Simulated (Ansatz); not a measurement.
# Ca26NiO27: the cost of one run

Method: DFT, PBE, plane-wave PAW, default files, scalar-relativistic, as far as a step names no other, in Ansatz 0.2.0.

### Step 1. Starting point

It takes space group Fm-3m (No. 225, cubic). Conventional cell: a = 14.421 Å, b = 14.421 Å, c = 14.421 Å, α = 90.00°, β = 90.00°, γ = 90.00°. Ni (site symmetry m-3m) is surrounded by 6 O at 2.40 Å. Ca (site symmetry mm2) has 6 O at 2.40 Å as nearest neighbours. Around Ca (site symmetry 3m) lie 6 O at 2.40 Å. Ca (site symmetry 4mm) is surrounded by 6 O at 2.40 Å. O (site symmetry 3m) has 6 Ca at 2.40 Å as nearest neighbours. O (site symmetry 4mm) is surrounded by 5 Ca at 2.40 Å and 1 Ni at 2.40 Å. O (site symmetry mm2) is surrounded by 6 Ca at 2.40 Å. O (site symmetry m-3m) is surrounded by 6 Ca at 2.40 Å.

Structure file:

```
Ni Ca O
1.0
     0.00000    7.21067    7.21067
     7.21067    0.00000    7.21067
     7.21067    7.21067    0.00000
Ni Ca O
1 26 27
Direct
  0.00000 0.00000 0.00000
  0.00000 0.00000 0.33333
  0.00000 0.00000 0.66667
  0.00000 0.33333 0.00000
  0.00000 0.33333 0.33333
  0.00000 0.33333 0.66667
  0.00000 0.66667 0.00000
  0.00000 0.66667 0.33333
  0.00000 0.66667 0.66667
  0.33333 0.00000 0.00000
  0.33333 0.00000 0.33333
  0.33333 0.00000 0.66667
  0.33333 0.33333 0.00000
  0.33333 0.33333 0.33333
  0.33333 0.33333 0.66667
  0.33333 0.66667 0.00000
  0.33333 0.66667 0.33333
  0.33333 0.66667 0.66667
  0.66667 0.00000 0.00000
  0.66667 0.00000 0.33333
  0.66667 0.00000 0.66667
  0.66667 0.33333 0.00000
  0.66667 0.33333 0.33333
  0.66667 0.33333 0.66667
  0.66667 0.66667 0.00000
  0.66667 0.66667 0.33333
  0.66667 0.66667 0.66667
  0.16667 0.16667 0.16667
  0.16667 0.16667 0.50000
  0.16667 0.16667 0.83333
  0.16667 0.50000 0.16667
  0.16667 0.50000 0.50000
  0.16667 0.50000 0.83333
  0.16667 0.83333 0.16667
  0.16667 0.83333 0.50000
  0.16667 0.83333 0.83333
  0.50000 0.16667 0.16667
  0.50000 0.16667 0.50000
  0.50000 0.16667 0.83333
  0.50000 0.50000 0.16667
  0.50000 0.50000 0.50000
  0.50000 0.50000 0.83333
  0.50000 0.83333 0.16667
  0.50000 0.83333 0.50000
  0.50000 0.83333 0.83333
  0.83333 0.16667 0.16667
  0.83333 0.16667 0.50000
  0.83333 0.16667 0.83333
  0.83333 0.50000 0.16667
  0.83333 0.50000 0.50000
  0.83333 0.50000 0.83333
  0.83333 0.83333 0.16667
  0.83333 0.83333 0.50000
  0.83333 0.83333 0.83333
```

Atom 1 of the input is the impurity.

### Step 2. Gradients at the starting positions

input.yaml

```yaml
crystal:
  lattice:
    - [0.0, 7.210667088, 7.210667088]
    - [7.210667088, 0.0, 7.210667088]
    - [7.210667088, 7.210667088, 0.0]
  atoms:
    - { symbol: Ni, position: [0.0, 0.0, 0.0], spin: 2.0 }
    - { symbol: Ca, position: [0.0, 0.0, 0.3333333333] }
    - { symbol: Ca, position: [0.0, 0.0, 0.6666666667] }
    - { symbol: Ca, position: [0.0, 0.3333333333, 0.0] }
    - { symbol: Ca, position: [0.0, 0.3333333333, 0.3333333333] }
    - { symbol: Ca, position: [0.0, 0.3333333333, 0.6666666667] }
    - { symbol: Ca, position: [0.0, 0.6666666667, 0.0] }
    - { symbol: Ca, position: [0.0, 0.6666666667, 0.3333333333] }
    - { symbol: Ca, position: [0.0, 0.6666666667, 0.6666666667] }
    - { symbol: Ca, position: [0.3333333333, 0.0, 0.0] }
    - { symbol: Ca, position: [0.3333333333, 0.0, 0.3333333333] }
    - { symbol: Ca, position: [0.3333333333, 0.0, 0.6666666667] }
    - { symbol: Ca, position: [0.3333333333, 0.3333333333, 0.0] }
    - { symbol: Ca, position: [0.3333333333, 0.3333333333, 0.3333333333] }
    - { symbol: Ca, position: [0.3333333333, 0.3333333333, 0.6666666667] }
    - { symbol: Ca, position: [0.3333333333, 0.6666666667, 0.0] }
    - { symbol: Ca, position: [0.3333333333, 0.6666666667, 0.3333333333] }
    - { symbol: Ca, position: [0.3333333333, 0.6666666667, 0.6666666667] }
    - { symbol: Ca, position: [0.6666666667, 0.0, 0.0] }
    - { symbol: Ca, position: [0.6666666667, 0.0, 0.3333333333] }
    - { symbol: Ca, position: [0.6666666667, 0.0, 0.6666666667] }
    - { symbol: Ca, position: [0.6666666667, 0.3333333333, 0.0] }
    - { symbol: Ca, position: [0.6666666667, 0.3333333333, 0.3333333333] }
    - { symbol: Ca, position: [0.6666666667, 0.3333333333, 0.6666666667] }
    - { symbol: Ca, position: [0.6666666667, 0.6666666667, 0.0] }
    - { symbol: Ca, position: [0.6666666667, 0.6666666667, 0.3333333333] }
    - { symbol: Ca, position: [0.6666666667, 0.6666666667, 0.6666666667] }
    - { symbol: O, position: [0.1666666667, 0.1666666667, 0.1666666667] }
    - { symbol: O, position: [0.1666666667, 0.1666666667, 0.5] }
    - { symbol: O, position: [0.1666666667, 0.1666666667, 0.8333333333] }
    - { symbol: O, position: [0.1666666667, 0.5, 0.1666666667] }
    - { symbol: O, position: [0.1666666667, 0.5, 0.5] }
    - { symbol: O, position: [0.1666666667, 0.5, 0.8333333333] }
    - { symbol: O, position: [0.1666666667, 0.8333333333, 0.1666666667] }
    - { symbol: O, position: [0.1666666667, 0.8333333333, 0.5] }
    - { symbol: O, position: [0.1666666667, 0.8333333333, 0.8333333333] }
    - { symbol: O, position: [0.5, 0.1666666667, 0.1666666667] }
    - { symbol: O, position: [0.5, 0.1666666667, 0.5] }
    - { symbol: O, position: [0.5, 0.1666666667, 0.8333333333] }
    - { symbol: O, position: [0.5, 0.5, 0.1666666667] }
    - { symbol: O, position: [0.5, 0.5, 0.5] }
    - { symbol: O, position: [0.5, 0.5, 0.8333333333] }
    - { symbol: O, position: [0.5, 0.8333333333, 0.1666666667] }
    - { symbol: O, position: [0.5, 0.8333333333, 0.5] }
    - { symbol: O, position: [0.5, 0.8333333333, 0.8333333333] }
    - { symbol: O, position: [0.8333333333, 0.1666666667, 0.1666666667] }
    - { symbol: O, position: [0.8333333333, 0.1666666667, 0.5] }
    - { symbol: O, position: [0.8333333333, 0.1666666667, 0.8333333333] }
    - { symbol: O, position: [0.8333333333, 0.5, 0.1666666667] }
    - { symbol: O, position: [0.8333333333, 0.5, 0.5] }
    - { symbol: O, position: [0.8333333333, 0.5, 0.8333333333] }
    - { symbol: O, position: [0.8333333333, 0.8333333333, 0.1666666667] }
    - { symbol: O, position: [0.8333333333, 0.8333333333, 0.5] }
    - { symbol: O, position: [0.8333333333, 0.8333333333, 0.8333333333] }
magnetization:
  spin_polarized: true
kpoints:
  mp_grid: { grid: [2, 2, 2] }
scf:
  occupations: { method: fermi_dirac, width: 0.01 }
hamiltonian:
  xc: pbe
  pseudopotentials: { kind: paw }
output:
  forces: true
  stress: true
  populations: true
  efg:
    quadrupole_moments_barn: { Ni: 0.162, Ca: -0.0408, O: -0.02558 }
    contact_densities: true
```

On the command line:

```sh
> ansatz run input.yaml --threads 4 --pin off --max-ram 8192MiB --backend cpu --events-out ev --progress --plain --runs-dir out
```

What time and memory should one allow on 4 threads of AMD EPYC 7R43 (Zen 3), shared host?

About 1.7 min, with a peak of 3.8 GiB.
